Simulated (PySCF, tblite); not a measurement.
**C₄H₇B: geometry, infrared bands, NMR shifts and spin-spin couplings**

Aim: predict the infrared bands, NMR shifts and spin-spin couplings of C₄H₇B (`C#CBCC`).

The runs use tblite 0.8.0 and PySCF 2.14.0, with density-fitted response routines of our own; the level of theory stands in each step. All values are computed, except where a source is named. Atoms count from 0, in the outputs and in this text.

## (1) The molecule as given

12 atoms, charge 0, multiplicity 1; geometry from: force field or distance geometry start.

Bonds of the start (Å): C0–C1 1.21, C1–B2 1.53, B2–C3 1.61, C3–C4 1.53, C0–H5 1.05, B2–H6 1.17, C3–H7 1.11, C3–H8 1.10, C4–H9 1.11, C4–H10 1.12, C4–H11 1.11.

## (2) Optimising the geometry with GFN2-xTB

What the job is given:

```
{"job": {"kind": "relax", "xc": "GFN2-xTB", "basis": "xTB"}, "charge": 0, "multiplicity": 1}
C      2.931100     0.327100    -0.936900
C      1.928500     0.263900    -0.260800
B      0.682100     0.165800     0.623900
C     -0.761500     0.516400     0.001600
C     -1.691400    -0.698400     0.100600
H      3.785900     0.391300    -1.540300
H      0.769700    -0.149200     1.749600
H     -1.194100     1.359100     0.584400
H     -0.647800     0.813800    -1.050600
H     -1.277900    -1.551100    -0.480200
H     -2.682100    -0.432300    -0.337800
H     -1.841200    -1.007300     1.152800
```

Run with:

```
$ OMP_NUM_THREADS=1 python probes_run.py task.json out
```

One launch serves the whole session: the jobs run in the order shown.

**Question.** This job is followed by: GFN2-xTB harmonic vibrations, gas phase; GIAO PBE0/pcSseg-1 NMR shielding, non-relativistic, gas phase; B3LYP/pcJ-1 indirect spin-spin coupling, non-relativistic, gas phase. What will the session give for the following? strongest single infrared mode (GFN2-xTB); zero-point energy (GFN2-xTB); 13C shifts against TMS (PBE0/pcSseg-1); 1H shifts against TMS (PBE0/pcSseg-1, means over atoms taken as alike); 11B shifts against BF3·OEt2 (PBE0/pcSseg-1); surface potential, 1st and 99th percentile; largest coupling of the table (B3LYP/pcJ-1).

As calculated:

| quantity | value |
| --- | --- |
| strongest single infrared mode (GFN2-xTB) | 775 cm⁻¹, 149 km/mol |
| zero-point energy (GFN2-xTB) | 59.4 kcal/mol |
| 13C shifts against TMS (PBE0/pcSseg-1) | 135.5, 99.1, 30.1, 14.4 ppm |
| 1H shifts against TMS (PBE0/pcSseg-1, means over atoms taken as alike) | 6.99, 4.79, 1.51, 1.33 ppm |
| 11B shifts against BF3·OEt2 (PBE0/pcSseg-1) | 74.4 ppm |
| surface potential, 1st and 99th percentile | -0.76 V and 1.54 V |
| largest coupling of the table (B3LYP/pcJ-1) | 1J(C,H) C0–H5, 254.9 Hz |

**Reading.** The optimisation took 98 steps and gained 0.109 eV; among the close pairs (by a distance rule), B2–C3 changed most, from 1.611 to 1.578 Å. No mode is imaginary among the 30: a minimum at this level. The strongest single mode, at 775 cm⁻¹, is spread over many atoms; the largest shares are those of B2, H6. Unscaled tight-binding wavenumbers are off by several per cent, some by more. Its intensities can rank the bands wrongly. At PBE0/pcSseg-1: The largest span, 319 ppm, is at C1, where the paramagnetic term is -167 ppm. At PBE0/pcSseg-1, counted by nearest atom on the grid, the HOMO lies on C0 39 %; C1 28 %, the LUMO on B2 43 %; C0 21 %. Of the pairs tabulated at B3LYP/pcJ-1, C0–H5 couples most strongly (254.9 Hz; Fermi contact 256.7 Hz). Couplings across rotatable bonds belong to this one conformer; where others are populated, the observed values are averages.
